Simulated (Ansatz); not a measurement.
# SiF under changes of volume

One of the cells (13.890 Å³/atom); the others are scaled copies at fixed shape and fractional positions:

```
Si F
1.0
     3.02860    0.00000    0.00000
     0.00000    3.02860    0.00000
     0.00000    0.00000    3.02860
Si F
1 1
Direct
  0.50000 0.50000 0.50000
  0.00000 0.00000 0.00000
```

The cell was built by a generator and needn't be a form met in nature.

- Program: Ansatz 0.2.0
- Functional: PBE
- Potentials or basis: all-electron LAPW, scalar-relativistic
- Cutoff: 212 eV (chosen from the basis error)
- Basis error allowed: 0.0005 eV/atom
- k mesh: 9 × 9 × 9
- Occupations: fermi-dirac, width 0.05 eV
- Spin: no spin polarisation

```csv
volume (Å³/atom),energy over the lowest point (meV/atom),pressure (GPa)
13.056,13.52,5.4
13.334,5.88,3.5
13.612,1.50,1.7
13.890,0.00,0.2
14.168,?,?
14.445,4.45,-2.5
14.723,9.86,-3.6
```

Q: What does the run at 14.168 Å³/atom give?

A: Energy over the lowest point 1.08 meV/atom; pressure -1.2 GPa.

Worked out: A Birch-Murnaghan fit of order 3 (a polynomial in V^(-2/3)) to the other rows has its minimum at 13.91 Å³/atom with B0 = V·E''(V) = 74 GPa and B' = 4.8. It gives 1.09 meV/atom at 14.168 Å³/atom, against the run's 1.08, and -dE/dV = -1.3 GPa, against -1.2.

Energies are extrapolated to zero smearing.

Caveats: an odd number of electrons without spin polarisation forces a metal; a magnetic or distorted state may lie lower.
